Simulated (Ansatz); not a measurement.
Runs of Ansatz 0.2.0 on CsMgBiO3. Symmetry: R3m, No. 160, trigonal system. The conventional cell has a = 6.461 Å, b = 6.461 Å, c = 11.391 Å, α = 90.00°, β = 90.00°, γ = 120.00°. Around Bi (site symmetry 3m) lie 3 O at 2.10 Å. Cs (site symmetry 3m) has 9 O at 3.33 to 3.50 Å and 3 Bi at 3.74 Å and 3 Mg at 3.78 Å as nearest neighbours. Around Mg (site symmetry 3m) lie 3 O at 1.91 Å. O (site symmetry m) has 1 Mg at 1.91 Å and 1 Bi at 2.10 Å as nearest neighbours. The cell comes from a database or a generator and needn't be the stable form of this composition.

```csv
task,level,cell,cutoff (eV),gap on the mesh (eV),pressure (GPa),relaxed volume (Å³/atom),largest force (eV/Å)
relaxation of cell and atoms,r2SCAN+rVV10,relaxed,500,3.22,0.0,22.56,0.01
relaxation of cell and atoms,r2SCAN+D4,relaxed,500,3.33,0.0,(b),-
relaxation of cell and atoms,r2SCAN,relaxed,500,(d),0.0,23.41,-
relaxation of cell and atoms,r2SCAN+D3(BJ),relaxed,500,3.30,0.0,(c),-
relaxation of cell and atoms,r2SCAN+D3(BJ)+ATM,relaxed,500,3.32,0.0,22.88,-
single point,PBE,as given,420,2.56,0.2,-,(a)
```

Alike in all rows: potentials or basis Ansatz PAW; no spin polarisation; k mesh 6 × 6 × 6; smearing fermi-dirac 0.05 eV.

Question: Estimate the missing entries.

Answer: (a) 0.35; (b) 22.98; (c) 22.75; (d) 3.38.

Caveats: spin-orbit coupling is left out, which as a rule narrows the gap of such compounds by several tenths of an eV; the plane-wave basis is chosen anew once the cell has moved, so the energies of steps on either side of that aren't comparable (some runs); the PAW data sets come from PBE, with cores solved anew for the run's functional, which leaves a small shift of forces and pressure (some runs).

A k mesh can miss the band edges, and the runs leave out spin-orbit coupling on Bi, Cs.

Not every run made on this cell is shown here.
